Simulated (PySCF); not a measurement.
**PtH₃: doublet, from a trigonal pyramidal start**

The task is one start of a wider search on PtH₃: the doublet, from a trigonal pyramidal start. It is relaxed, tested by its Hessian and followed downhill if it is a saddle.

The runs use PySCF 2.14.0; PBE0, basis Pt def2-TZVP with ECP60, H def2-TZVP, scalar-relativistic core potentials, no spin–orbit coupling, density fitting.

## Step 1: The system as given

4 atoms, charge 0, spin multiplicity 2.

Bond lengths: Pt1–H2 1.550 Å, Pt1–H3 1.550 Å, Pt1–H4 1.550 Å. Angles: H2–Pt1–H3 99.8°, H2–Pt1–H4 99.8°, H3–Pt1–H4 99.8°.

Z-matrix (Å, degrees; charge 0 multiplicity 2):
```
Pt
H  1 1.5500
H  1 1.5500 2 99.75
H  1 1.5500 2 99.75 3 -101.77
```

## Step 2: Relaxing the doublet from the trigonal pyramidal start

The steps below are one call of a driver around PySCF. For each, scf.py gives the equivalent set-up of the SCF; relaxations use the driver's own optimiser. Before each start the driver seeks the lowest SCF state from one or more starting densities and follows internal instabilities, so scf.py alone need not reach the same state.

The program finds C3v symmetry in the start, which this walk keeps. The walk stops when the largest gradient is under 0.0003 Eh/bohr and the energy has settled too.

The input, scf.py:

```python
from pyscf import gto, scf, dft
mol = gto.M(atom='''
Pt     0.000000     0.000000    -0.011113
H      1.368576     0.000021     0.716587
H     -0.684306     1.185211     0.716587
H     -0.684269    -1.185232     0.716587''',
    basis={'Pt': 'def2-TZVP', 'H': 'def2-TZVP'},
    ecp={'Pt': 'def2-TZVP'},
    charge=0, spin=1)
mf = dft.UKS(mol, xc='PBE0')
mf.grids.atom_grid = (50, 194)
aux = {'Pt': 'def2-universal-JKFIT', 'H': 'def2-universal-JKFIT'}
mf = mf.density_fit(auxbasis=aux)
mf.kernel()
```

The optimiser's trace:

```csv
step,energy (Eh),change (kJ/mol),largest symmetric gradient (Eh/bohr)
0,-121.053761,0.00,0.01001
1,-121.054020,-0.68,0.00346
2,-121.054064,-0.80,0.00038
3,-121.054065,-0.80,0.00020
```

The walk ran for 3 s (4 threads, shared host).

Positions (Å) and forces (eV/Å) along the way, with the part that breaks the symmetry left in:

```
step 0
Pt   0.000   0.000  -0.011  -0.315   0.000  -0.514
H    1.369   0.000   0.717   1.387   0.000   0.284
H   -0.684   1.185   0.717  -0.536  -0.822   0.116
H   -0.684  -1.185   0.717  -0.536   0.822   0.116
step 1
Pt   0.000   0.000  -0.029  -0.345   0.000  -0.178
H    1.365   0.000   0.723   1.247   0.000   0.186
H   -0.682   1.182   0.723  -0.451  -0.916  -0.004
H   -0.682  -1.182   0.723  -0.451   0.916  -0.004
step 2
Pt   0.000   0.000  -0.042  -0.366   0.000   0.017
H    1.360   0.000   0.727   1.184   0.000   0.131
H   -0.680   1.178   0.727  -0.409  -0.954  -0.074
H   -0.680  -1.178   0.727  -0.409   0.954  -0.074
step 3
Pt   0.000   0.000  -0.043  -0.368   0.000   0.009
H    1.359   0.000   0.727   1.194   0.000   0.135
H   -0.679   1.177   0.727  -0.413  -0.945  -0.072
H   -0.679  -1.177   0.727  -0.413   0.945  -0.072
```

After 3 steps and 0.8 kJ/mol it ends at C3v: Pt–H 1.561 Å (×3); H–Pt–H 97.8° (×3). A gradient of 0.0234 Eh/bohr that breaks the symmetry is left: this electronic state wants a lower symmetry.

## Step 3: Releasing the symmetry

The geometry is nudged along the force that breaks the symmetry.

The program finds Cs symmetry in the start, which may break. Threshold on the gradient: 0.0003 Eh/bohr, with a further test on the energy change.

scf.py: that of step 2 with these lines changed.

```diff
@@ -3,4 +3,4 @@
-Pt     0.000000     0.000000    -0.011113
-H      1.368576     0.000021     0.716587
-H     -0.684306     1.185211     0.716587
-H     -0.684269    -1.185232     0.716587''',
+Pt    -0.000364    -0.000000    -0.011741
+H      1.436778     0.000022     0.767803
+H     -0.683191     1.126526     0.751715
+H     -0.683156    -1.126548     0.751715''',
```

The optimiser's trace:

```
step  energy (Eh)  change (kJ/mol)  largest gradient (Eh/bohr)
   0  -121.058534             0.00                     0.02053
   1  -121.065905           -19.35                     0.01082
   2  -121.070026           -30.17                     0.01260
   3  -121.070639           -31.78                     0.00639
   4  -121.070870           -32.39                     0.00031
   5  -121.070872           -32.39                     0.00014
```

The walk took 5.1 s.

Positions (Å) and forces (eV/Å) along the way:

```
step 0
Pt   0.000   0.000  -0.012   1.055   0.000  -0.123
H    1.437   0.000   0.768   0.229   0.000  -0.340
H   -0.683   1.127   0.752  -0.642  -0.361   0.231
H   -0.683  -1.127   0.752  -0.642   0.361   0.231
step 1
Pt   0.064   0.000  -0.004   0.557   0.000   0.384
H    1.518   0.000   0.743   0.039   0.000  -0.324
H   -0.756   1.050   0.760  -0.298  -0.363  -0.030
H   -0.756  -1.050   0.760  -0.298   0.363  -0.030
step 3
Pt   0.152   0.000   0.047  -0.276   0.000   0.329
H    1.637   0.000   0.693   0.000   0.000  -0.052
H   -0.859   0.933   0.760   0.138  -0.211  -0.138
H   -0.859  -0.933   0.760   0.138   0.211  -0.138
step 5
Pt   0.157   0.000   0.062  -0.007   0.000  -0.001
H    1.652   0.000   0.685   0.003   0.000   0.003
H   -0.870   0.907   0.756   0.002  -0.002  -0.001
H   -0.870  -0.907   0.756   0.002   0.002  -0.001
```

End point (Cs, 5 steps, 32.4 kJ/mol gained): Pt–H 1.536 Å (×2), Pt–H 1.620 Å; H–Pt–H 72.3°, H–Pt–H 116.3° (×2).

## Step 4: Hessian and properties

The point is checked on the finer grid, and tightened if its gradient asks for it. The Hessian and the dipole derivatives come from central differences of analytic gradients, with steps of 0.01 bohr.

scf.py: that of step 3 with these lines changed.

```diff
@@ -3,4 +3,4 @@
-Pt    -0.000364    -0.000000    -0.011741
-H      1.436778     0.000022     0.767803
-H     -0.683191     1.126526     0.751715
-H     -0.683156    -1.126548     0.751715''',
+Pt     0.002775     0.000000    -0.010243
+H      1.497757     0.000025     0.613693
+H     -1.024424     0.906647     0.684416
+H     -1.024395    -0.906680     0.684416''',
@@ -11 +11 @@
-mf.grids.atom_grid = (50, 194)
+mf.grids.atom_grid = (75, 302)
```

The driver hands on the density of the step before, so the log starts near convergence.

SCF at the final geometry:

```text
init E= -121.070883314524
[... the frontier-level lines of each cycle are left out ...]
cycle= 1 E= -121.070883314449  delta_E= 7.49e-11  |g|= 1.62e-05  |ddm|= 1.8e-05
cycle= 2 E= -121.070883314142  delta_E= 3.08e-10  |g|= 3.24e-05  |ddm|= 3.48e-05
cycle= 3 E= -121.070883314553  delta_E= -4.11e-10  |g|= 4.52e-07  |ddm|= 2.32e-05
cycle= 4 E= -121.070883314552  delta_E= 4.55e-13  |g|= 1.01e-07  |ddm|= 4.04e-07
Extra cycle  E= -121.070883314553  delta_E= -3.41e-13  |g|= 6.71e-08  |ddm|= 4.12e-07
converged SCF energy = -121.070883314553  <S^2> = 0.75242699  2S+1 = 2.0024255
```

The whole step took 16 s.

Geometry: Cs; Pt–H 1.536 Å (×2), Pt–H 1.620 Å; H–Pt–H 72.3°, H–Pt–H 116.3° (×2).

Harmonic modes (main isotopes):

| symmetry | ω (cm⁻¹) | IR (km/mol) |
| --- | --- | --- |
| a'' | 469i | 21.3 |
| a' | 602 | 13.3 |
| a' | 698 | 26.3 |
| a' | 1934 | 20.8 |
| a'' | 2228 | 11.9 |
| a' | 2376 | 2.2 |

With 1 mode imaginary (up to 469i cm⁻¹) this point is a saddle.

Properties at this point:

* Dipole moment: 1.11 D
* Highest occupied level: -6.06 eV
* Lowest empty level: -3.11 eV
* Rotational constants: 5.767, 2.946, 2.758 cm⁻¹
* Zero-point energy (real modes): 46.9 kJ/mol
* Principal polarisabilities: 35.5, 37.0, 44.6 bohr³
* Atomisation energy without zero-point energy: 821 kJ/mol
* Principal traceless quadrupole moments about the centre of mass: -2.41, 1.20, 1.21 D Å
* Spin squared ⟨S²⟩: 0.752

Charges (e) and bond orders:

```csv
atom,Mulliken,Löwdin,polar tensor,spin (Mulliken),Mayer order to Pt1
Pt1,0.03,0.09,0.19,0.55,–
H2,-0.11,-0.10,-0.15,0.30,0.93
"H3,4",0.04,0.01,-0.02,0.07,0.91
```

Mulliken populations on Pt1 (outside its core potential): s 2.97, p 6.27, d 8.72, f 0.01.

## Step 5: Leaving the saddle point

The start is the last point, displaced along its most imaginary mode.

The program finds C1 symmetry in the start. The walk stops when the largest gradient is under 0.0003 Eh/bohr and the energy has settled too.

scf.py: that of step 4 with these lines changed.

```diff
@@ -3,4 +3,4 @@
-Pt     0.002775     0.000000    -0.010243
-H      1.497757     0.000025     0.613693
-H     -1.024424     0.906647     0.684416
-H     -1.024395    -0.906680     0.684416''',
+Pt     0.002847    -0.000801    -0.010248
+H      1.497828     0.120025     0.613688
+H     -0.945192     0.924102     0.739073
+H     -1.103482    -0.889228     0.629748''',
@@ -11 +11 @@
-mf.grids.atom_grid = (75, 302)
+mf.grids.atom_grid = (50, 194)
```

The optimiser's trace:

```
step  energy (Eh)  change (kJ/mol)  largest gradient (Eh/bohr)
   0  -121.071318             0.00                     0.00218
   1  -121.071509            -0.50                     0.00229
   2  -121.071804            -1.28                     0.02511
   3  -121.072867            -4.07                     0.00755
   4  -121.073040            -4.52                     0.00822
   5  -121.073125            -4.74                     0.01025
   6  -121.073171            -4.87                     0.00952
   7  -121.073460            -5.62                     0.00711
   8  -121.073641            -6.10                     0.00550
   9  -121.073920            -6.83                     0.00298
  10  -121.074012            -7.07                     0.00092
  11  -121.074029            -7.12                     0.00036
  12  -121.074031            -7.12                     0.00020
```

The walk took 11 s.

After 12 steps and 7.1 kJ/mol it ends at Cs: Pt–H 1.504 Å, Pt–H 1.596 Å (×2); H–Pt–H 85.7°, H–Pt–H 86.1°, H–Pt–H 131.8°.

## Step 6: Is it a minimum? Harmonic modes

As before: finer grid, then central differences.

scf.py: that of step 5 with these lines changed.

```diff
@@ -3,4 +3,4 @@
-Pt     0.002847    -0.000801    -0.010248
-H      1.497828     0.120025     0.613688
-H     -0.945192     0.924102     0.739073
-H     -1.103482    -0.889228     0.629748''',
+Pt     0.002122    -0.003555    -0.010166
+H      1.390523     0.449177     0.633070
+H     -0.604973     1.127719     0.772469
+H     -1.196082    -0.889156     0.561143''',
@@ -11 +11 @@
-mf.grids.atom_grid = (50, 194)
+mf.grids.atom_grid = (75, 302)
```

SCF at the final geometry:

```text
init E= -121.074042386008
[... the frontier-level lines of each cycle are left out ...]
cycle= 1 E= -121.07404238601  delta_E= -1.19e-12  |g|= 2.17e-06  |ddm|= 3.2e-06
Extra cycle  E= -121.074042386009  delta_E= 1.02e-12  |g|= 2.77e-06  |ddm|= 3.32e-06
converged SCF energy = -121.074042386009  <S^2> = 0.75365972  2S+1 = 2.0036564
```

The whole step ran for 15 s (4 threads, shared host).

Geometry: Cs; Pt–H 1.504 Å, Pt–H 1.596 Å (×2); H–Pt–H 85.9° (×2), H–Pt–H 131.8°.

Modes, for the most abundant isotopes:

```csv
symmetry,ω (cm⁻¹),IR (km/mol),μ (u)
a'',486,63.6,1.01
a',631,4.9,1.02
a',755,16.3,1.02
a'',1883,92.6,1.02
a',2171,12.2,1.01
a',2527,1.7,1.01
```

Every mode is real; the point is a minimum.

Properties at this point:

| Item | Value |
| --- | --- |
| Dipole moment | 1.07 D |
| Highest occupied level | -6.26 eV |
| Lowest empty level | -3.17 eV |
| Rotational constants | 5.419, 3.315, 2.562 cm⁻¹ |
| Zero-point energy | 50.6 kJ/mol |
| Principal polarisabilities | 32.8, 36.0, 48.5 bohr³ |
| Atomisation energy without zero-point energy | 829 kJ/mol |
| Principal traceless quadrupole moments about the centre of mass | -2.85, -1.08, 3.93 D Å |
| Entropy at 298.15 K and 1 bar (electronic part: spin only) | 254.0 J/(mol K) |
| Heat capacity Cp at 298.15 K | 45.8 J/(mol K) |
| Enthalpy at 298.15 K above 0 K | 11.16 kJ/mol |
| Rotational symmetry number | 1 |
| Spin squared ⟨S²⟩ | 0.754 |

Populations by atom (charges in e):

| atom | Mulliken | Löwdin | polar tensor | spin (Mulliken) | Mayer order to Pt1 |
| --- | --- | --- | --- | --- | --- |
| Pt1 | 0.02 | 0.10 | 0.25 | 0.51 | – |
| H2,4 | -0.06 | -0.07 | -0.14 | 0.26 | 0.89 |
| H3 | 0.11 | 0.04 | 0.03 | -0.02 | 0.98 |

Outer orbital energies (eV). α occupied: -60.47, -12.31, -11.93, -10.92, -9.27, -8.78, -8.10, -6.26; empty: -2.38, -1.16, 2.13, 2.51. β occupied: -60.55, -59.97, -11.89, -11.45, -10.01, -9.02, -8.60, -7.93; empty: -3.17, -2.25, -0.74, 2.50.

Mulliken populations on Pt1 (outside its core potential): s 2.95, p 6.28, d 8.75, f 0.01.

## Step 7: All stationary points

| spin | group | bonds | imaginary modes (cm⁻¹) | ΔE (kJ/mol) | with zero-point energy |
| --- | --- | --- | --- | --- | --- |
| doublet | Cs | Pt–H 1.504 Å, Pt–H 1.596 Å (×2) | none | 0.0 | 0.0 |
| doublet | Cs | Pt–H 1.536 Å (×2), Pt–H 1.620 Å | 469i | 8.3 | – |

## Step 8: What came out

```
                                          quantity                                                              value
                                           minimum                                                        doublet, Cs
                                          geometry  Pt–H 1.504 Å, Pt–H 1.596 Å (×2); H–Pt–H 85.9° (×2), H–Pt–H 131.8°
                                wavenumbers (cm⁻¹)    486 (a''), 631 (a'), 755 (a'), 1883 (a''), 2171 (a'), 2527 (a')
                                     dipole moment                                                             1.07 D
highest occupied, lowest empty level (either spin)                                                    -6.26, -3.17 eV
                        polar-tensor charge of Pt1                                                            +0.25 e
                                 zero-point energy                                                        50.6 kJ/mol
                               entropy at 298.15 K                                                    254.0 J/(mol K)
         atomisation energy (no zero-point energy)                                                         829 kJ/mol
                                              ⟨S²⟩                                                              0.754
```

From C3v at the start the molecule goes to a Cs minimum, after a stop at a saddle point 8.3 kJ/mol higher, from which it was pushed off along an imaginary mode. In the infrared the band at 1883 cm⁻¹ (a'', stretch) leads. Most of the spin sits on Pt1 (Mulliken spin 0.51, against 1 for the whole molecule). Only this shape and spin were tried, so other structures or states may lie lower. Open d and f shells are described by one determinant, and the ground state may have another occupation or spin. Spin–orbit coupling, left out here, can matter for elements this heavy.

The search up to here took 56 s.
